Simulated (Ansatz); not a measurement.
A nudged elastic band was laid between two geometries of a periodic cell of 13 atoms, Zn$_{12}$H (host Zn, host structure hcp, interstitial H).

All numbers below come from DFT PBE, scalar-relativistic, plane waves, PAW (Ansatz 0.2.0). Settings: cutoff 420 eV, k mesh 5x3x4, gaussian smearing 0.15 eV, no spin polarisation.

```json
{"movable images": "5", "climbing image": "yes", "spring": "10.0 eV/Å²", "optimiser": "quadratic models (default)", "start path": "straight line", "force threshold": "0.03 eV/Å", "iteration limit": "52", "end points": "relaxed"}
```

Initial state:

```xyz
13
Lattice="5.3200 0.0000 0.0000 -3.9900 6.9109 0.0000 0.0000 0.0000 4.9370" Properties=species:S:1:pos:R:3
Zn -0.098 0.035 0.028
Zn -0.183 1.489 2.389
Zn -1.433 2.366 0.053
Zn -1.421 3.888 2.562
Zn -2.754 4.671 0.035
Zn -2.735 6.221 2.568
Zn 2.561 0.054 0.086
Zn 2.644 1.535 2.499
Zn 1.234 2.353 0.131
Zn 1.253 4.054 2.380
Zn -0.110 4.653 0.051
Zn -0.128 6.159 2.587
H 1.195 2.411 3.117
```

Final state:

```xyz
13
Lattice="5.3200 0.0000 0.0000 -3.9900 6.9109 0.0000 0.0000 0.0000 4.9370" Properties=species:S:1:pos:R:3
Zn 0.008 0.002 0.030
Zn -0.009 1.461 2.473
Zn -1.347 2.268 -0.167
Zn -1.393 3.882 2.571
Zn -2.644 4.592 0.142
Zn -2.643 6.175 2.461
Zn 2.664 -0.015 0.035
Zn 2.652 1.526 2.373
Zn 1.358 2.291 -0.193
Zn 1.374 3.895 2.477
Zn 0.022 4.643 -0.201
Zn -0.015 6.151 2.434
H -0.057 3.059 1.651
```

Task: What changes between the two ends?

Result: The atom that moves furthest is H13, by 2.03 Å; four of its nearest neighbours are Zn10 1.80, Zn8 1.80, Zn2 1.81, Zn9 1.95 Å at the first end and Zn2 1.80, Zn4 1.82, Zn10 1.85, Zn3 2.37 Å at the last.

Task: Give the energies along the band, and the barrier.

Result: It converged. The highest image is number 6 of 0 to 6, 0.132 eV above the first end and 0.000 eV above the last; the last end lies 0.132 eV above the first. The highest image is an end point: on this band no image between the ends rises above it. Between wells the path still climbs a hump at image 1, 0.04 eV above the well before it. Limits of this set-up: coarse k mesh, odd electron count without spin, a small cell, in which the defect meets its images, a typed lattice constant that wasn't relaxed here.

```
image  path coordinate (Å)  energy (eV)
    0                 0.00        0.000
    1                 0.58        0.042
    2                 1.15        0.011
    3                 1.73        0.034
    4                 2.31        0.105
    5                 2.89        0.131
    6                 3.14        0.132
```

Time of the run: 33 min on 4 threads of Arm Neoverse V1, with other jobs on the host, peak memory 3 GiB.
